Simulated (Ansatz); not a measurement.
# Sr2SO: the cost of one run

All numbers are computed with Ansatz 0.2.0, driven from Python. The levels of theory stand in the script.

### Step 1. The structure

Symmetry: P4/mmm, No. 123, tetragonal system. Conventional cell: a = 4.043 Å, b = 4.043 Å, c = 5.718 Å, α = 90.00°, β = 90.00°, γ = 90.00°. Sr (site symmetry 4/mmm) is surrounded by 2 S at 2.86 Å and 4 O at 2.86 Å. Sr (site symmetry 4/mmm) is surrounded by 2 O at 2.86 Å and 4 S at 2.86 Å. S (site symmetry 4/mmm) has 6 Sr at 2.86 Å as nearest neighbours. Around O (site symmetry 4/mmm) lie 6 Sr at 2.86 Å.

No structure file is read: the coordinates are typed or built in the script.

### Step 2. Script

sr2so.py reads:

```python
"""Relaxed cell of Sr2SO under several functionals."""

import warnings

import ansatz
import numpy as np

def edges_and_angles(cell):
    cell = np.asarray(cell)
    a, b, c = np.linalg.norm(cell, axis=1)
    cosines = cell[1] @ cell[2] / (b * c), cell[0] @ cell[2] / (a * c), cell[0] @ cell[1] / (a * b)
    return (a, b, c, *np.degrees(np.arccos(cosines)))

warnings.simplefilter("ignore", ansatz.DeckWarning)

crystal = (
    ansatz.Lattice.from_parameters(4.043237, 4.043237, 5.718, alpha=90, beta=90, gamma=90)
    .space_group(123, hermann_mauguin="P4/mmm")
    .atom("Sr", (0.0, 0.0, 0.0))
    .atom("Sr", (0.5, 0.5, 0.5))
    .atom("S", (0.0, 0.0, 0.5))
    .atom("O", (0.5, 0.5, 0.0))
)

base = (
    crystal.calculation()
    .kpoints(6, 6, 4, center="gamma")  # sampling of the Brillouin zone
    .occupations("fixed")  # whole-number filling, right only where there is a gap
    .relax(cell=True, force_tolerance=0.05)
)

levels = [("pbe", "none"), ("pbe", "d4"), ("r2scan", "rvv10")]
print("level            a       b       c    alpha   beta  gamma  V/atom  steps")
for name, dispersion in levels:
    seen = []
    run = base.functional(name, dispersion=dispersion).session().plan()
    done = run.execute(on_event=lambda e: seen.append(e) if e["event"] == "relax_step" else None)
    cell = done.lattice.cell_ang
    label = name if dispersion == "none" else f"{name}+{dispersion}"
    print("{:13s} {:7.4f} {:7.4f} {:7.4f} {:6.2f} {:6.2f} {:6.2f}".format(label, *edges_and_angles(cell)), f"{abs(np.linalg.det(cell)) / len(done.lattice.sites):7.3f} {len(seen):5d}")
```

### Step 3. Running it

Run with:

```bash
$ python sr2so.py
```

What time and memory should one allow on 1 thread of Arm Neoverse N1, shared host?

About 3 min, with a peak of 0.78 GiB.
